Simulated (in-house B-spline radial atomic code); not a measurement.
# Ta⁸⁺: excited configurations in jj coupling

How much energy does it take to promote electrons of Ta⁸⁺ to other shells? Each configuration is solved by itself and compared with the reference.

The numbers are computed with in-house B-spline radial atomic code version 1 (Dirac-Hartree-Fock, average of configuration, Fermi nucleus, basis-set limit), except any that are marked as measured or tabulated.

**1. The system**

* element: tantalum (Z = 73)
* charge: +8
* electrons: 65
* configuration: 1s2 2s2 2p6 3s2 3p6 3d10 4s2 4p6 4d10 4f-6 4f+7 5s2 5p-2 5p+2
* Hamiltonian: Dirac-Coulomb
* nucleus: Fermi, rms radius 5.351 fm

In configurations, a minus sign after the shell means j = l − 1/2 and a plus sign j = l + 1/2; the count of electrons follows.

Settings of the run:

```ini
Z = 73
electrons = 65.0
configuration = 1s2 2s2 2p6 3s2 3p6 3d10 4s2 4p6 4d10 4f-6 4f+7 5s2 5p-2 5p+2
hamiltonian = dirac
method = hf
spin_polarised = False
nucleus = fermi
rms_radius = 5.3507
mass_number = 181
atomic_mass = 180.947998528
speed_of_light = 137.035999084
```

The reference is known from an earlier run: -15599.308106 hartree in all. Up to eight levels, counted from the top:

| orbital | occupation | energy (eV) | <r> (bohr) |
| --- | --- | --- | --- |
| 4p3/2 | 4 | -555.29 | 0.4959 |
| 4d3/2 | 4 | -390.05 | 0.5140 |
| 4d5/2 | 6 | -375.97 | 0.5247 |
| 5s1/2 | 2 | -199.96 | 1.051 |
| 4f5/2 | 6 | -168.08 | 0.5899 |
| 5p1/2 | 2 | -167.01 | 1.126 |
| 4f7/2 | 7 | -165.19 | 0.5969 |
| 5p3/2 | 2 | -156.13 | 1.194 |

**2. Run with 1s2 2s2 2p6 3s2 3p6 3d10 4s2 4p6 4d10 4f-5 4f+7 5s2 5p-2 5p+2 9p+1**

Changes to the settings of step 1:

```diff
@@ -2,3 +2,3 @@
 electrons = 65.0
-configuration = 1s2 2s2 2p6 3s2 3p6 3d10 4s2 4p6 4d10 4f-6 4f+7 5s2 5p-2 5p+2
+configuration = 1s2 2s2 2p6 3s2 3p6 3d10 4s2 4p6 4d10 4f-5 4f+7 5s2 5p-2 5p+2 9p+1
 hamiltonian = dirac
```

From the run's result record (rounded, not every field):

```text
{
  "status": "converged",
  "iterations": 10,
  "energy [hartree]": {"total": -15594.2090849, "kinetic": 17498.2479581, "nuclear": -38533.6173287, "coulomb": 5744.20671914, "exact_exchange": -303.046433486},
  "breit [hartree]": {"gaunt": 18.33137, "retardation": -1.940329, "frequency_dependence": -0.3106517},
  "qed [hartree]": {"self_energy": 13.29655, "uehling": -2.45794, "wichmann_kroll": 0.09561689},
  "recoil [hartree]": 0.02935266,
  "total_with_corrections [hartree]": -15567.1651246,
  "orbitals [hartree, bohr; first row names the columns]": [
    ["name", "occ", "eps", "<r>"],
    ["1s1/2", 2.0, -2498.8414, 0.018662],
    ["2s1/2", 2.0, -439.07485, 0.078291],
    ["2p1/2", 2.0, -418.94134, 0.064953],
    ["2p3/2", 4.0, -372.16102, 0.072755],
    ["3s1/2", 2.0, -107.31031, 0.2038],
    ["3p1/2", 2.0, -98.397979, 0.19407],
    ["3p3/2", 4.0, -88.162953, 0.20846],
    ["3d3/2", 4.0, -73.319289, 0.18296],
    ["3d5/2", 6.0, -71.122425, 0.18742],
    ["4s1/2", 2.0, -27.555471, 0.45713],
    ["4p1/2", 2.0, -23.827945, 0.46297],
    ["4p3/2", 4.0, -21.411459, 0.49403],
    ["4d3/2", 4.0, -15.250603, 0.51082],
    ["4d5/2", 6.0, -14.811849, 0.52109],
    ["4f5/2", 5.0, -7.1293316, 0.57466],
    ["4f7/2", 7.0, -7.04642, 0.58027],
    ["5s1/2", 2.0, -8.0565387, 1.0302],
    ["5p1/2", 2.0, -6.8033024, 1.0976],
    ["5p3/2", 2.0, -6.3809982, 1.161],
    ["9p3/2", 1.0, -0.86992931, 7.6929]
  ],
  "sum_r [bohr^k]": {"-1": 527.8849, "1": 34.29264, "2": 84.77386},
  "energy_minus_base [hartree]": 5.0990213,
  "energy_minus_base_with_corrections [hartree]": 5.10365798
}
```

Run time: 1.2 s. Hardware: 1 thread, shared host.

energy_minus_base is the energy less that of the reference run.

**3. 1s2 2s2 2p6 3s2 3p6 3d10 4s2 4p6 4d-4 4d+5 4f-6 4f+7 5s2 5p+4 6s1**

Settings of the run:

```ini
Z = 73
electrons = 65.0
configuration = 1s2 2s2 2p6 3s2 3p6 3d10 4s2 4p6 4d-4 4d+5 4f-6 4f+7 5s2 5p+4 6s1
hamiltonian = dirac
method = hf
spin_polarised = False
nucleus = fermi
rms_radius = 5.3507
mass_number = 181
atomic_mass = 180.947998528
speed_of_light = 137.035999084
```

Main fields:

```text
{
  "status": "converged",
  "iterations": 10,
  "energy [hartree]": {"total": -15588.2000517, "kinetic": 17490.6126796, "nuclear": -38534.1884094, "coulomb": 5758.03917272, "exact_exchange": -302.663494637},
  "breit [hartree]": {"gaunt": 18.31114, "retardation": -1.937563, "frequency_dependence": -0.3118206},
  "qed [hartree]": {"self_energy": 13.29935, "uehling": -2.45824, "wichmann_kroll": 0.09562686},
  "recoil [hartree]": 0.02937682,
  "total_with_corrections [hartree]": -15561.1721758,
  "orbitals [hartree, bohr; first row names the columns]": [
    ["name", "occ", "eps", "<r>"],
    ["1s1/2", 2.0, -2498.8387, 0.018662],
    ["2s1/2", 2.0, -439.00802, 0.078281],
    ["2p1/2", 2.0, -418.88342, 0.064949],
    ["2p3/2", 4.0, -372.09662, 0.072741],
    ["3s1/2", 2.0, -107.09792, 0.20373],
    ["3p1/2", 2.0, -98.187376, 0.19407],
    ["3p3/2", 4.0, -87.949247, 0.20833],
    ["3d3/2", 4.0, -73.158431, 0.18293],
    ["3d5/2", 6.0, -70.897406, 0.18753],
    ["4s1/2", 2.0, -27.276523, 0.45683],
    ["4p1/2", 2.0, -23.570549, 0.46373],
    ["4p3/2", 4.0, -21.090549, 0.49312],
    ["4d3/2", 4.0, -15.068766, 0.50952],
    ["4d5/2", 5.0, -14.553713, 0.52081],
    ["4f5/2", 6.0, -6.8774757, 0.57118],
    ["4f7/2", 7.0, -6.7248295, 0.58175],
    ["5s1/2", 2.0, -7.766379, 1.0305],
    ["5p3/2", 4.0, -6.0589673, 1.1658],
    ["6s1/2", 1.0, -3.3846259, 2.0568]
  ],
  "sum_r [bohr^k]": {"-1": 527.8927, "1": 28.83663, "2": 24.0164},
  "energy_minus_base [hartree]": 11.1080545,
  "energy_minus_base_with_corrections [hartree]": 11.0966067
}
```

Wall time 1.1 s (1 thread, shared host).

**4. 1s2 2s2 2p6 3s2 3p6 3d10 4s2 4p6 4d10 4f-5 4f+8 5s2 5p-1 5p+2 8g-1**

Settings of the run:

```ini
Z = 73
electrons = 65.0
configuration = 1s2 2s2 2p6 3s2 3p6 3d10 4s2 4p6 4d10 4f-5 4f+8 5s2 5p-1 5p+2 8g-1
hamiltonian = dirac
method = hf
spin_polarised = False
nucleus = fermi
rms_radius = 5.3507
mass_number = 181
atomic_mass = 180.947998528
speed_of_light = 137.035999084
```

Main fields:

```text
{
  "status": "converged",
  "iterations": 10,
  "energy [hartree]": {"total": -15593.7672436, "kinetic": 17495.9744784, "nuclear": -38549.5668554, "coulomb": 5763.84105886, "exact_exchange": -304.015925474},
  "breit [hartree]": {"gaunt": 18.31366, "retardation": -1.938119, "frequency_dependence": -0.3106739},
  "qed [hartree]": {"self_energy": 13.29508, "uehling": -2.457698, "wichmann_kroll": 0.09560658},
  "recoil [hartree]": 0.02933987,
  "total_with_corrections [hartree]": -15566.7400467,
  "orbitals [hartree, bohr; first row names the columns]": [
    ["name", "occ", "eps", "<r>"],
    ["1s1/2", 2.0, -2498.601, 0.018662],
    ["2s1/2", 2.0, -438.76502, 0.078286],
    ["2p1/2", 2.0, -418.63675, 0.06495],
    ["2p3/2", 4.0, -371.85758, 0.072749],
    ["3s1/2", 2.0, -106.93209, 0.20379],
    ["3p1/2", 2.0, -98.007026, 0.19407],
    ["3p3/2", 4.0, -87.793377, 0.20846],
    ["3d3/2", 4.0, -72.9382, 0.18291],
    ["3d5/2", 6.0, -70.767535, 0.18744],
    ["4s1/2", 2.0, -27.227717, 0.45816],
    ["4p1/2", 2.0, -23.472781, 0.46488],
    ["4p3/2", 4.0, -21.121616, 0.49558],
    ["4d3/2", 4.0, -14.931803, 0.51319],
    ["4d5/2", 6.0, -14.567254, 0.52391],
    ["4f5/2", 5.0, -6.8299164, 0.58518],
    ["4f7/2", 8.0, -6.7741385, 0.59161],
    ["5s1/2", 2.0, -7.8840046, 1.0399],
    ["5p1/2", 1.0, -6.7413047, 1.1082],
    ["5p3/2", 2.0, -6.2916724, 1.174],
    ["8g7/2", 1.0, -0.64305242, 9.3418]
  ],
  "sum_r [bohr^k]": {"-1": 528.1034, "1": 35.66192, "2": 117.3563},
  "energy_minus_base [hartree]": 5.54086262,
  "energy_minus_base_with_corrections [hartree]": 5.52873584
}
```

Wall time 1.3 s (1 thread, shared host).

**5. Configuration 1s2 2s2 2p6 3s2 3p6 3d10 4s2 4p6 4d-3 4d+6 4f-5 4f+8 5s2 5p+4 9d+1**

Settings of the run:

```ini
Z = 73
electrons = 65.0
configuration = 1s2 2s2 2p6 3s2 3p6 3d10 4s2 4p6 4d-3 4d+6 4f-5 4f+8 5s2 5p+4 9d+1
hamiltonian = dirac
method = hf
spin_polarised = False
nucleus = fermi
rms_radius = 5.3507
mass_number = 181
atomic_mass = 180.947998528
speed_of_light = 137.035999084
```

Main fields:

```text
{
  "status": "converged",
  "iterations": 10,
  "energy [hartree]": {"total": -15585.1212827, "kinetic": 17486.0871199, "nuclear": -38501.2109498, "coulomb": 5732.57358559, "exact_exchange": -302.571038379},
  "breit [hartree]": {"gaunt": 18.29762, "retardation": -1.937402, "frequency_dependence": -0.3122086},
  "qed [hartree]": {"self_energy": 13.29867, "uehling": -2.457854, "wichmann_kroll": 0.09561234},
  "recoil [hartree]": 0.0293704,
  "total_with_corrections [hartree]": -15558.1074819,
  "orbitals [hartree, bohr; first row names the columns]": [
    ["name", "occ", "eps", "<r>"],
    ["1s1/2", 2.0, -2499.2782, 0.018662],
    ["2s1/2", 2.0, -439.43209, 0.07828],
    ["2p1/2", 2.0, -419.27716, 0.064944],
    ["2p3/2", 4.0, -372.54377, 0.072742],
    ["3s1/2", 2.0, -107.50447, 0.20373],
    ["3p1/2", 2.0, -98.564005, 0.19401],
    ["3p3/2", 4.0, -88.376344, 0.20836],
    ["3d3/2", 4.0, -73.484076, 0.18307],
    ["3d5/2", 6.0, -71.365322, 0.18735],
    ["4s1/2", 2.0, -27.662382, 0.45679],
    ["4p1/2", 2.0, -23.765922, 0.46364],
    ["4p3/2", 4.0, -21.571751, 0.49277],
    ["4d3/2", 3.0, -15.346857, 0.50928],
    ["4d5/2", 6.0, -15.012178, 0.52038],
    ["4f5/2", 5.0, -7.1483693, 0.5725],
    ["4f7/2", 8.0, -7.1938956, 0.57816],
    ["5s1/2", 2.0, -8.1150437, 1.0289],
    ["5p3/2", 4.0, -6.4143582, 1.1582],
    ["9d5/2", 1.0, -0.76044344, 8.5949]
  ],
  "sum_r [bohr^k]": {"-1": 527.441, "1": 35.33519, "2": 101.7235},
  "energy_minus_base [hartree]": 14.1868235,
  "energy_minus_base_with_corrections [hartree]": 14.1613006
}
```

Run time: 1.3 s. Hardware: 1 thread, shared host.

**6. Run with 1s2 2s2 2p6 3s2 3p6 3d10 4s2 4p6 4d10 4f-5 4f+8 5s2 5p+3 6s1**

Settings of the run:

```ini
Z = 73
electrons = 65.0
configuration = 1s2 2s2 2p6 3s2 3p6 3d10 4s2 4p6 4d10 4f-5 4f+8 5s2 5p+3 6s1
hamiltonian = dirac
method = hf
spin_polarised = False
nucleus = fermi
rms_radius = 5.3507
mass_number = 181
atomic_mass = 180.947998528
speed_of_light = 137.035999084
```

Main fields:

```text
{
  "status": "converged",
  "iterations": 10,
  "energy [hartree]": {"total": -15596.0285528, "kinetic": 17497.6152513, "nuclear": -38575.8277829, "coulomb": 5786.74866557, "exact_exchange": -304.564686713},
  "breit [hartree]": {"gaunt": 18.31134, "retardation": -1.938312, "frequency_dependence": -0.3112784},
  "qed [hartree]": {"self_energy": 13.29766, "uehling": -2.457978, "wichmann_kroll": 0.09561645},
  "recoil [hartree]": 0.02935188,
  "total_with_corrections [hartree]": -15569.0021526,
  "orbitals [hartree, bohr; first row names the columns]": [
    ["name", "occ", "eps", "<r>"],
    ["1s1/2", 2.0, -2498.2475, 0.018662],
    ["2s1/2", 2.0, -438.41015, 0.078286],
    ["2p1/2", 2.0, -418.27113, 0.064951],
    ["2p3/2", 4.0, -371.50463, 0.072749],
    ["3s1/2", 2.0, -106.58247, 0.20379],
    ["3p1/2", 2.0, -97.64411, 0.19409],
    ["3p3/2", 4.0, -87.446067, 0.20845],
    ["3d3/2", 4.0, -72.582776, 0.18292],
    ["3d5/2", 6.0, -70.415483, 0.18744],
    ["4s1/2", 2.0, -26.885745, 0.45806],
    ["4p1/2", 2.0, -23.105084, 0.46518],
    ["4p3/2", 4.0, -20.785077, 0.49547],
    ["4d3/2", 4.0, -14.57789, 0.51292],
    ["4d5/2", 6.0, -14.224081, 0.52417],
    ["4f5/2", 5.0, -6.4776064, 0.58468],
    ["4f7/2", 8.0, -6.4310341, 0.59281],
    ["5s1/2", 2.0, -7.5517179, 1.0414],
    ["5p3/2", 3.0, -5.9468429, 1.1801],
    ["6s1/2", 1.0, -3.3488572, 2.0771]
  ],
  "sum_r [bohr^k]": {"-1": 528.4631, "1": 28.49167, "2": 23.38936},
  "energy_minus_base [hartree]": 3.27955335,
  "energy_minus_base_with_corrections [hartree]": 3.26662995
}
```

Run time: 1.2 s. Hardware: 1 thread, shared host.

**7. Configuration 1s2 2s2 2p6 3s2 3p6 3d10 4s2 4p6 4d10 4f-4 4f+8 5s2 5p+4 8d-1**

Changes to the settings of step 6:

```diff
@@ -2,3 +2,3 @@
 electrons = 65.0
-configuration = 1s2 2s2 2p6 3s2 3p6 3d10 4s2 4p6 4d10 4f-5 4f+8 5s2 5p+3 6s1
+configuration = 1s2 2s2 2p6 3s2 3p6 3d10 4s2 4p6 4d10 4f-4 4f+8 5s2 5p+4 8d-1
 hamiltonian = dirac
```

Main fields:

```text
{
  "status": "converged",
  "iterations": 10,
  "energy [hartree]": {"total": -15593.4378806, "kinetic": 17495.1893487, "nuclear": -38527.5089148, "coulomb": 5742.67430826, "exact_exchange": -303.792622807},
  "breit [hartree]": {"gaunt": 18.3196, "retardation": -1.940309, "frequency_dependence": -0.3120189},
  "qed [hartree]": {"self_energy": 13.29758, "uehling": -2.457705, "wichmann_kroll": 0.09560655},
  "recoil [hartree]": 0.02936718,
  "total_with_corrections [hartree]": -15566.40576,
  "orbitals [hartree, bohr; first row names the columns]": [
    ["name", "occ", "eps", "<r>"],
    ["1s1/2", 2.0, -2498.9111, 0.018662],
    ["2s1/2", 2.0, -439.12284, 0.07829],
    ["2p1/2", 2.0, -418.97268, 0.064955],
    ["2p3/2", 4.0, -372.21751, 0.072753],
    ["3s1/2", 2.0, -107.3531, 0.20379],
    ["3p1/2", 2.0, -98.397699, 0.19408],
    ["3p3/2", 4.0, -88.227081, 0.20844],
    ["3d3/2", 4.0, -73.320892, 0.18286],
    ["3d5/2", 6.0, -71.193435, 0.18747],
    ["4s1/2", 2.0, -27.595204, 0.45698],
    ["4p1/2", 2.0, -23.775961, 0.46379],
    ["4p3/2", 4.0, -21.49049, 0.49304],
    ["4d3/2", 4.0, -15.183388, 0.51005],
    ["4d5/2", 6.0, -14.913745, 0.52097],
    ["4f5/2", 4.0, -7.1248557, 0.57245],
    ["4f7/2", 8.0, -7.1050063, 0.57968],
    ["5s1/2", 2.0, -8.0538371, 1.0302],
    ["5p3/2", 4.0, -6.3563002, 1.16],
    ["8d3/2", 1.0, -1.0262576, 6.2996]
  ],
  "sum_r [bohr^k]": {"-1": 527.8012, "1": 33.00766, "2": 63.54694},
  "energy_minus_base [hartree]": 5.87022557,
  "energy_minus_base_with_corrections [hartree]": 5.86302257
}
```

Wall time 1.2 s (1 thread, shared host).

**8. Energies above the reference**

| net move | configuration | energy above the reference (eV) | with Breit, QED, recoil (eV) | largest <r> (bohr) |
| --- | --- | --- | --- | --- |
| 4f5/2, 2×5p1/2 → 4f7/2, 5p3/2, 6s | 1s2 2s2 2p6 3s2 3p6 3d10 4s2 4p6 4d10 4f-5 4f+8 5s2 5p+3 6s1 | 89.241 | 88.890 | 2.08 |
| 4f5/2 → 9p3/2 | 1s2 2s2 2p6 3s2 3p6 3d10 4s2 4p6 4d10 4f-5 4f+7 5s2 5p-2 5p+2 9p+1 | 138.75 | 138.88 | 7.69 |
| 4f5/2, 5p1/2 → 4f7/2, 8g7/2 | 1s2 2s2 2p6 3s2 3p6 3d10 4s2 4p6 4d10 4f-5 4f+8 5s2 5p-1 5p+2 8g-1 | 150.77 | 150.44 | 9.34 |
| 2×4f5/2, 2×5p1/2 → 4f7/2, 2×5p3/2, 8d3/2 | 1s2 2s2 2p6 3s2 3p6 3d10 4s2 4p6 4d10 4f-4 4f+8 5s2 5p+4 8d-1 | 159.74 | 159.54 | 6.30 |
| 4d5/2, 2×5p1/2 → 2×5p3/2, 6s | 1s2 2s2 2p6 3s2 3p6 3d10 4s2 4p6 4d-4 4d+5 4f-6 4f+7 5s2 5p+4 6s1 | 302.27 | 301.95 | 2.06 |
| 4d3/2, 4f5/2, 2×5p1/2 → 4f7/2, 2×5p3/2, 9d5/2 | 1s2 2s2 2p6 3s2 3p6 3d10 4s2 4p6 4d-3 4d+6 4f-5 4f+8 5s2 5p+4 9d+1 | 386.04 | 385.35 | 8.59 |

**Reading.** The lowest of them is 4f5/2, 2×5p1/2 → 4f7/2, 5p3/2, 6s at 89.241 eV and the highest 4d3/2, 4f5/2, 2×5p1/2 → 4f7/2, 2×5p3/2, 9d5/2 at 386.04 eV. 3 of them lie more than 2 % above the ionisation threshold that Koopmans' theorem gives (156.13 eV), where such states can decay by emitting an electron. Two partly filled shells share a symmetry and can mix in the average, which may lower the energy, for: 4f5/2 → 9p3/2. These are averages over configurations, without correlation, not spectroscopic levels.
